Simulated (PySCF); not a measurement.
# C5H8BN: excited states, first hyperpolarisability

What do calculations give for the excited states, first hyperpolarisability of C5H8BN (`CN1BC=CC=C1`)?

Programs: PySCF 2.14.0, with routines of our own; each step states its level. All values are computed. Atoms count from 0.

## 1. The system as given

15 atoms, charge 0, multiplicity 1; geometry from: GFN2-xTB.

## 2. Geometry optimisation at PBE0-D3(BJ)/def2-SVP

The job: settings as JSON, then the geometry in Å.

```
{"job": {"xc": "PBE0", "basis": "def2-SVP", "d3": "d3bj", "grid": 2, "kind": "geom"}, "charge": 0, "multiplicity": 1}
C     -2.161164    -0.158468     0.058183
N     -0.714416    -0.116510     0.029910
B      0.094103    -1.259873     0.259748
C      1.588176    -1.032990     0.195152
C      2.068518     0.214773    -0.070676
C      1.179685     1.288777    -0.285383
C     -0.164901     1.093230    -0.229344
H     -2.490312    -1.170223     0.281174
H     -2.553536     0.515458     0.824708
H     -2.576467     0.141258    -0.907966
H     -0.426536    -2.287020     0.481275
H      2.308335    -1.826279     0.353898
H      3.132017     0.415184    -0.124433
H      1.563816     2.275311    -0.494605
H     -0.851731     1.915362    -0.393555
```

Run with:

```bash
$ OMP_NUM_THREADS=1 python excited_run.py task.json out
```

This one command runs all jobs of the session in turn.

The program printed:

```text
step   0  E = -274.46023348  max force = 0.015083
step   1  E = -274.46217088  max force = 0.001951
step   2  E = -274.46218069  max force = 0.000712
step   3  E = -274.46218138  max force = 0.000827
step   4  E = -274.46218505  max force = 0.000122
optimisation converged
```

It took 25 s on 1 thread of Intel Xeon 6975P-C, shared host; peak memory 0.75 GiB.

The steps of the relaxation:

```tsv
step	energy from step 0 (eV)	largest force component (eV/Å)
0	0.0000	0.7756
1	-0.0527	0.1003
2	-0.0530	0.0366
3	-0.0530	0.0425
4	-0.0531	0.0063
```

Distances of close pairs at the start and the end, largest changes first:

```tsv
bond	before (Å)	after (Å)	change (Å)
B2–H10	1.173	1.209	+0.036
N1–B2	1.419	1.440	+0.021
C4–H12	1.084	1.096	+0.013
C5–H13	1.079	1.091	+0.012
C3–C4	1.363	1.375	+0.012
C3–H11	1.083	1.094	+0.011
C6–H14	1.084	1.094	+0.010
C5–C6	1.360	1.369	+0.009
```

The final coordinates are the input of the step that follows.

```tsv
at the end point	value
point group (found at 0.08 Å tolerance)	Cs
rotational constants (GHz, main isotopes)	5.514, 2.525, 1.751
dipole moment (D)	2.27
```

## 3. Excited states: TDA wB97X-D/def2-TZVP

The job: settings as JSON, then the geometry in Å.

```
{"job": {"kind": "states", "xc": "wB97X-D", "basis": "def2-TZVP", "tda": true, "soc": true, "nstates": 6, "ntriplets": 5, "nquad": 4}, "charge": 0, "multiplicity": 1}
C     -2.183065    -0.328764     0.030667
N     -0.732175    -0.259206    -0.000157
B      0.089917    -1.418334     0.233041
C      1.586184    -1.200905     0.170688
C      2.060901     0.061225    -0.098516
C      1.175024     1.148478    -0.315973
C     -0.178950     0.956809    -0.260611
H     -2.489488    -1.356817     0.254071
H     -2.594499     0.336369     0.806323
H     -2.613801    -0.037520    -0.940421
H     -0.472952    -2.464103     0.458353
H      2.309773    -2.005564     0.330947
H      3.137382     0.260470    -0.152194
H      1.557703     2.147731    -0.529185
H     -0.874616     1.784928    -0.425893
```

Level: TDA wB97X-D/def2-TZVP excited states, vertical, gas phase, spin-orbit mean-field couplings.

The program printed:

```text
coarse grid: 12544 points
cycle   1  E = -274.9538778741  dE =  1.246e+00  |g| = 3.642e-01  |ddm| = 2.923e+00
cycle   2  E = -274.9690496099  dE = -1.517e-02  |g| = 3.195e-01  |ddm| = 5.663e-01
cycle   3  E = -274.9943661526  dE = -2.532e-02  |g| = 5.038e-02  |ddm| = 2.536e-01
cycle   4  E = -274.9949853390  dE = -6.192e-04  |g| = 3.014e-02  |ddm| = 6.811e-02
cycle   5  E = -274.9951992733  dE = -2.139e-04  |g| = 5.695e-03  |ddm| = 2.047e-02
cycle   6  E = -274.9952093591  dE = -1.009e-05  |g| = 2.663e-03  |ddm| = 7.088e-03
cycle   7  E = -274.9952123534  dE = -2.994e-06  |g| = 9.398e-04  |ddm| = 3.753e-03
final grid: 121216 points
cycle   8  E = -274.9791242842  dE = -1.758e-04  |g| = 7.323e-03  |ddm| = 1.303e-01
cycle   9  E = -274.9791251924  dE = -9.082e-07  |g| = 7.345e-03  |ddm| = 1.356e-02
cycle  10  E = -274.9791357169  dE = -1.052e-05  |g| = 9.731e-04  |ddm| = 3.851e-03
cycle  11  E = -274.9791359064  dE = -1.895e-07  |g| = 4.729e-04  |ddm| = 1.221e-03
cycle  12  E = -274.9791359645  dE = -5.813e-08  |g| = 8.470e-05  |ddm| = 5.479e-04
cycle  13  E = -274.9791359669  dE = -2.353e-09  |g| = 3.830e-05  |ddm| = 1.340e-04
cycle  14  E = -274.9791359676  dE = -7.169e-10  |g| = 9.921e-06  |ddm| = 8.347e-05
converged SCF energy = -274.9791359676

Singlet excitations
state   eV       nm        f     d(h-e)  d(exc)  Lambda  PR(NTO)  |dmu|/D   mu/D   main configurations
  1   5.2053   238.2   0.21065   0.300   2.723   0.770   1.299    0.922    3.011   H->L 0.83, H-1->L+1 0.09
  2   6.1774   200.7   0.06227   0.252   2.843   0.798   1.717    0.588    1.814   H->L+1 0.67, H-1->L 0.26
  3   6.5824   188.4   0.00174   0.726   2.708   0.490   1.022    1.514    1.046   H-2->L 0.95
  4   7.0556   175.7   0.00140   0.823   3.524   0.325   1.031    2.897    1.204   H->L+2 0.76, H->L+3 0.12
  5   7.2620   170.7   0.64791   0.164   2.894   0.754   1.900                     H-1->L 0.59, H->L+1 0.22
  6   7.3420   168.9   0.00023   0.493   2.822   0.496   1.057                     H-3->L 0.94

Triplet excitations (Tamm-Dancoff)
state   eV     d(h-e)  d(exc)  Lambda  PR(NTO)   main configurations
  1   3.4309   0.149   2.552   0.789   1.040   H->L 0.93
  2   4.6009   0.341   2.632   0.803   1.068   H->L+1 0.91
  3   4.8434   0.096   2.523   0.780   1.095   H-1->L 0.91
  4   6.2002   0.667   2.637   0.489   1.023   H-2->L 0.92
  5   6.5330   0.372   2.719   0.612   1.049   H-1->L+1 0.94
S1 - T1 = 1.7744 eV

Spin-orbit couplings |<S|Hso|T>| (cm-1)
             T1       T2       T3       T4       T5
S0        0.018    0.009    0.006    4.258    0.024
S1        0.017    0.050    0.011    4.128    0.004
S2        0.042    0.020    0.002    0.325    0.016
S3        3.696    1.465    1.444    0.368    0.390
S4        0.339    0.850    0.321    0.142    0.274
S5        0.039    0.005    0.022    1.083    0.069
S6        3.058    2.315    6.264   11.021    0.273
T1 sublevels (cm-1): 0.000 0.000 0.000   radiative rates (1/s): 5.72e-05 0.000614 0.0197
```

It took 36 s on 1 thread of Intel Xeon 6975P-C, shared host; peak memory 0.99 GiB.

Key values:

```tsv
quantity	value
S1 less T1	1.77 eV
```

The fields below are evaluated on a grid from the run's orbitals.

Frontier orbitals at wB97X-D/def2-TZVP, with the share of their density that lies nearest to each atom:

```tsv
orbital	energy (eV)	lies on
HOMO	-8.16	C3, C5 about 22 % each; C6 17 %; B2 15 %
LUMO	0.94	C3, C4, C6 about 17 % each; N1 14 %; B2 8 %
```

ELF in a plane through or near 13 of the atoms.

Ten even steps from '0' (0.00) to '9' (1.00):
```
0000000000000000000000000000
0000000000000000000000000000
0000000000000000000000000000
0000000168830015500000000000
0000001699960079970000000000
0000000599971299980000000000
0000000179964599950000000000
0000341125359336301321000000
0002999758737337314653000000
0006999925530272681153000000
0004999932720372583253000000
0000232257267258428999500000
0000000154858443107999810000
0000006999767379910799500000
0000029999832699970022000000
0000006999500799992000000000
0000000365000599981000000000
0000000000000023100000000000
0000000000000000000000000000
0000000000000000000000000000
```
The map spans 11.6 Å across and 9.8 Å up, centred on the molecule. Atoms in the plane (x, y in Å): C0 (2.2, 0.0), N1 (0.7, 0.0), B2 (0.0, -1.3), C3 (-1.5, -1.2), C4 (-2.1, 0.1), C5 (-1.3, 1.2), C6 (0.1, 1.1), H7 (2.6, -1.0), H10 (0.6, -2.3), H11 (-2.2, -2.1), H12 (-3.2, 0.2), H13 (-1.8, 2.2), H14 (0.7, 2.0).

log10 of the density (e/Å³) in the same plane.

Ten even steps from ' ' (-4.0) to '@' (1.8):
```
                                                        
                                                        
              ....::::............                      
            ..::--====--::::------::..                  
          ..::--==++++============--::..                
          ..--==++####**++++******==--::::::..          
        ..::--==++**####****####**++==------::..        
    ..::--====++++**%%%%##%%@@##**++++++++==--::..      
    ..::==++******##############**********++==::..      
    ..--==**######@@##**++**##%%########**++==--..      
    ..--==++****##%%##**++**##@@####%%##**++==--..      
    ..::--==++++**######****####******##****==--..      
      ..::--==++**##@@####%%@@**++++******++==--..      
        ..--==++**####******##****++========--::        
        ..--==++******++++****##**++==------::..        
        ..::--====++========++**++==--::....            
          ..::--------::----======--::..                
              ............::::::::::..                  
                          ..........                    
                                                        
```
The map spans 11.6 Å across and 9.8 Å up, centred on the molecule. Atoms in the plane (x, y in Å): C0 (2.2, 0.0), N1 (0.7, 0.0), B2 (0.0, -1.3), C3 (-1.5, -1.2), C4 (-2.1, 0.1), C5 (-1.3, 1.2), C6 (0.1, 1.1), H7 (2.6, -1.0), H10 (0.6, -2.3), H11 (-2.2, -2.1), H12 (-3.2, 0.2), H13 (-1.8, 2.2), H14 (0.7, 2.0).

On the surface of density 0.002 e/bohr³ the electrostatic potential runs, from the 1st to the 99th percentile, from -0.86 V near C3 to 1.11 V near H14.

## 4. Excited states: TDDFT CAM-B3LYP/aug-cc-pVDZ

Settings changed since step 3:

```diff
@@ -1,2 +1,2 @@
-{"job": {"kind": "states", "xc": "wB97X-D", "basis": "def2-TZVP", "tda": true, "soc": true, "nstates": 6, "ntriplets": 5, "nquad": 4}, "charge": 0, "multiplicity": 1}
+{"job": {"kind": "states", "xc": "CAM-B3LYP", "basis": "aug-cc-pVDZ", "tpa": true, "nstates": 8, "nquad": 6, "ntriplets": 0}, "charge": 0, "multiplicity": 1}
 C     -2.183065    -0.328764     0.030667
```

Method: TDDFT CAM-B3LYP/aug-cc-pVDZ excited states, vertical, gas phase, two-photon moments by quadratic response.

The program printed:

```text
coarse grid: 12544 points
cycle   1  E = -274.7816427065  dE =  1.214e+00  |g| = 3.622e-01  |ddm| = 2.325e+01
cycle   2  E = -274.7860583586  dE = -4.416e-03  |g| = 3.712e-01  |ddm| = 3.915e+00
cycle   3  E = -274.8229735544  dE = -3.692e-02  |g| = 5.710e-02  |ddm| = 1.650e+00
cycle   4  E = -274.8236565864  dE = -6.830e-04  |g| = 3.537e-02  |ddm| = 2.620e-01
cycle   5  E = -274.8239628221  dE = -3.062e-04  |g| = 6.854e-03  |ddm| = 1.411e-01
cycle   6  E = -274.8239741953  dE = -1.137e-05  |g| = 2.388e-03  |ddm| = 2.758e-02
cycle   7  E = -274.8239763653  dE = -2.170e-06  |g| = 9.038e-04  |ddm| = 9.380e-03
final grid: 121216 points
cycle   8  E = -274.8470173345  dE = -2.079e-05  |g| = 4.310e-03  |ddm| = 2.716e-01
cycle   9  E = -274.8470175032  dE = -1.688e-07  |g| = 4.563e-03  |ddm| = 3.880e-02
cycle  10  E = -274.8470224762  dE = -4.973e-06  |g| = 5.501e-04  |ddm| = 1.431e-02
cycle  11  E = -274.8470225497  dE = -7.348e-08  |g| = 2.281e-04  |ddm| = 2.304e-03
cycle  12  E = -274.8470225660  dE = -1.630e-08  |g| = 6.833e-05  |ddm| = 1.194e-03
cycle  13  E = -274.8470225678  dE = -1.793e-09  |g| = 2.937e-05  |ddm| = 2.896e-04
cycle  14  E = -274.8470225683  dE = -5.064e-10  |g| = 9.104e-06  |ddm| = 1.497e-04
converged SCF energy = -274.8470225683

Singlet excitations
state   eV       nm        f     d(h-e)  d(exc)  Lambda  PR(NTO)  |dmu|/D   mu/D   delta(TPA)   sigma/GM   main configurations
  1   4.9063   252.7   0.17640   0.219   2.887   0.696   1.291    0.670    2.641       30.42      0.268   H->L 0.91
  2   5.6072   221.1   0.00271   1.585   4.536   0.201   1.014    6.842    5.185      219.55      2.529   H->L+1 0.77, H->L+2 0.12
  3   5.9097   209.8   0.06350   0.316   3.128   0.575   1.617    0.944    2.168      100.13      1.281   H->L+4 0.48, H->L+7 0.23, H-1->L 0.18
  4   6.1544   201.5   0.00865   0.380   5.103   0.177   1.042    1.716    1.403       12.44      0.173   H->L+2 0.72, H->L+3 0.11, H->L+1 0.09
  5   6.2752   197.6   0.02822   0.535   4.959   0.184   1.038    1.635    1.821       35.66      0.514   H->L+3 0.72, H->L+2 0.08
  6   6.5133   190.4   0.09587   0.812   4.339   0.571   1.781    3.115    2.517      154.31      2.398   H->L+4 0.42, H-1->L 0.25, H->L+7 0.10
  7   6.5748   188.6   0.00212   0.703   2.785   0.446   1.031                                            H-2->L 0.89
  8   6.7187   184.5   0.00055   1.080   4.829   0.203   1.035                                            H->L+8 0.44, H->L+5 0.29
```

Wall time 33 s (1 thread of Intel Xeon 6975P-C, shared host); peak memory 0.96 GiB.

## 5. First hyperpolarisability: quadratic response CAM-B3LYP/aug-cc-pVDZ

Settings changed since step 4:

```diff
@@ -1,2 +1,2 @@
-{"job": {"kind": "states", "xc": "CAM-B3LYP", "basis": "aug-cc-pVDZ", "tpa": true, "nstates": 8, "nquad": 6, "ntriplets": 0}, "charge": 0, "multiplicity": 1}
+{"job": {"kind": "beta", "xc": "CAM-B3LYP", "basis": "aug-cc-pVDZ"}, "charge": 0, "multiplicity": 1}
 C     -2.183065    -0.328764     0.030667
```

With the program's defaults for keys left out, this is: quadratic response CAM-B3LYP/aug-cc-pVDZ first hyperpolarisability, Taylor convention, gas phase.

The program printed:

```text
coarse grid: 12544 points
cycle   1  E = -274.7816427065  dE =  1.214e+00  |g| = 3.622e-01  |ddm| = 2.325e+01
cycle   2  E = -274.7860583586  dE = -4.416e-03  |g| = 3.712e-01  |ddm| = 3.915e+00
cycle   3  E = -274.8229735544  dE = -3.692e-02  |g| = 5.710e-02  |ddm| = 1.650e+00
cycle   4  E = -274.8236565864  dE = -6.830e-04  |g| = 3.537e-02  |ddm| = 2.620e-01
cycle   5  E = -274.8239628221  dE = -3.062e-04  |g| = 6.854e-03  |ddm| = 1.411e-01
cycle   6  E = -274.8239741953  dE = -1.137e-05  |g| = 2.388e-03  |ddm| = 2.758e-02
cycle   7  E = -274.8239763653  dE = -2.170e-06  |g| = 9.038e-04  |ddm| = 9.380e-03
final grid: 121216 points
cycle   8  E = -274.8470173345  dE = -2.079e-05  |g| = 4.310e-03  |ddm| = 2.716e-01
cycle   9  E = -274.8470175032  dE = -1.688e-07  |g| = 4.563e-03  |ddm| = 3.880e-02
cycle  10  E = -274.8470224762  dE = -4.973e-06  |g| = 5.501e-04  |ddm| = 1.431e-02
cycle  11  E = -274.8470225497  dE = -7.348e-08  |g| = 2.281e-04  |ddm| = 2.304e-03
cycle  12  E = -274.8470225660  dE = -1.630e-08  |g| = 6.833e-05  |ddm| = 1.194e-03
cycle  13  E = -274.8470225678  dE = -1.793e-09  |g| = 2.937e-05  |ddm| = 2.896e-04
cycle  14  E = -274.8470225683  dE = -5.064e-10  |g| = 9.104e-06  |ddm| = 1.497e-04
converged SCF energy = -274.8470225683

Lowest singlets (eV, f): 4.9063 0.1764  5.6072 0.0027  5.9097 0.0635

First hyperpolarisability (au)
process     nm      |vector|   parallel      HRS      DR
static         -       87.93      49.32       37.1   4.707
shg       1907.0       96.50       54.1       40.8   4.448
eope      1907.0       90.65      50.84          -       -
shg       1064.0      120.97      67.71      51.63   3.819
eope      1064.0       97.15      54.47          -       -
```

It took 29 s on 1 thread of Intel Xeon 6975P-C, shared host; peak memory 0.88 GiB.

## 6. Outcome

```
                                                   quantity                                              value
                                                point group                                                 Cs
                       rotational constants (main isotopes)                               5.51, 2.52, 1.75 GHz
                 S1 less T1 (step 3, TDA wB97X-D/def2-TZVP)                                            1.77 eV
                      surface potential, 1st and 99th percentile                                 -0.86 V and 1.11 V
β vector (step 5, quadratic response CAM-B3LYP/aug-cc-pVDZ)  static 88, SHG 1907.0 nm 96, SHG 1064.0 nm 121 au
```

What this shows: The optimisation took 4 steps and gained 0.053 eV; among the close pairs (by a distance rule), B2–H10 changed most, from 1.173 to 1.209 Å. No frequency check was run at this level, so the end point may be a saddle. In step 3, the number of triplets below S1 is 3, and the largest singlet-triplet spin-orbit coupling is S6–T4, 11.02 cm⁻¹. β grows from 88 au (static) to 121 au for doubling at 1064.0 nm: normal dispersion, which grows as twice the photon energy moves toward the bright states.
